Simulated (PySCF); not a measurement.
# Changing the system itself: H2O2SSn

Aim: change spin, charge, geometry, field or solvent of H2O2SSn, one at a time, and compare with the base run.

Computed with PySCF 2.14.0. Level: method and basis as typed in the scripts.

4 further runs of the same task are left out: 1 for a known fault of the program, 3 that didn't finish. Runs told in other sessions of the task aren't counted.

## 1. The starting structure

H2O2SSn: 6 atoms, charge 0, spin multiplicity 1.

Bond lengths: Sn1–S2 2.212 Å, Sn1–O3 1.973 Å, Sn1–O4 1.960 Å, O3–H5 0.966 Å, O4–H6 0.968 Å. Angles: S2–Sn1–O3 131.0°, S2–Sn1–O4 132.0°, O3–Sn1–O4 97.0°, Sn1–O3–H5 112.3°, Sn1–O4–H6 109.6°.

## 2. The run that the others are compared with

The input, input.py:

```python
from pyscf import gto, scf, mcscf

mol = gto.M(
    atom='Sn 0.0531 0.1282 0; S -0.9411 -1.8478 0; O 1.9648 0.6161 0; O -0.6586 1.9541 0; H 2.5407 -0.1595 0; H 0.0728 2.588 0',
    basis='def2-svp',
    ecp={'Sn': 'def2-svp'},
    charge=0,
    spin=0,
    symmetry=True,
    verbose=4,
)
mf = scf.RHF(mol)
mf.kernel()
mc = mcscf.CASCI(mf, 6, 6)
mc.kernel()
mc.analyze()
mf.dip_moment()
print('orbital energies (hartree):', mf.mo_energy[..., max(0, mol.nelec[1]-3):mol.nelec[0]+3].round(4))
```

Run with:

```
$ OMP_NUM_THREADS=1 python input.py
```

Its log is not repeated here.

## 3. Electric field 0.001 a.u.

Run 1 changes electric field: none → 0.001 a.u.; point-group symmetry: on → off.

Edit input.py of step 2 so:

```diff
@@ -8,3 +8,2 @@
     spin=0,
-    symmetry=True,
     verbose=4,
@@ -12,2 +11,7 @@
 mf = scf.RHF(mol)
+field = 0.001  # electric field along z, atomic units
+h = mf.get_hcore() + field*mol.intor('int1e_r')[2]
+mf.get_hcore = lambda *args: h
+e_nuc = mol.energy_nuc() - field*mol.atom_charges() @ mol.atom_coords()[:, 2]
+mf.energy_nuc = lambda *args: e_nuc
 mf.kernel()
```

## 4. Coordinates × 0.97

Run 2 changes geometry: coordinates × 1 → coordinates × 0.97.

Edit input.py of step 2 so:

```diff
@@ -3,3 +3,3 @@
 mol = gto.M(
-    atom='Sn 0.0531 0.1282 0; S -0.9411 -1.8478 0; O 1.9648 0.6161 0; O -0.6586 1.9541 0; H 2.5407 -0.1595 0; H 0.0728 2.588 0',
+    atom='Sn 0.0515 0.1244 0; S -0.9129 -1.7924 0; O 1.9059 0.5976 0; O -0.6388 1.8955 0; H 2.4645 -0.1547 0; H 0.0706 2.5104 0',
     basis='def2-svp',
```

## 5. Quintet

Run 3 changes spin (2S): 0 → 4.

Edit input.py of step 2 so:

```diff
@@ -7,3 +7,3 @@
     charge=0,
-    spin=0,
+    spin=4,
     symmetry=True,
```

Before running it: what results should come out? Wanted: for each run, E(SCF); from base; gap; SCF dipole; after the SCF.

**Answer**, as computed:

| run | E(SCF) (hartree) | from base (eV) | cycles | gap (eV) | SCF dipole (D) | after the SCF |
| --- | --- | --- | --- | --- | --- | --- |
| base | -761.540507 | 0 | 13 | 10.98 | 3.01 | CASCI correlation -0.490 eV |
| electric field 0.001 a.u. | -761.540523 | -0.0004 | 13 | 10.96 | 3.01 | CASCI correlation -0.490 eV |
| coordinates × 0.97 | -761.538279 | +0.0606 | 12 | 11.33 | 3.10 | CASCI correlation -0.420 eV |
| quintet | -761.295582 | +6.6647 | 18 | n/a | 7.04 | CASCI correlation -0.005 eV |

What this shows: Of the runs whose energies can be compared, “quintet” moves the SCF energy most (+6.665 eV). The quintet solution found lies 6.66 eV above the base singlet at this geometry and level.
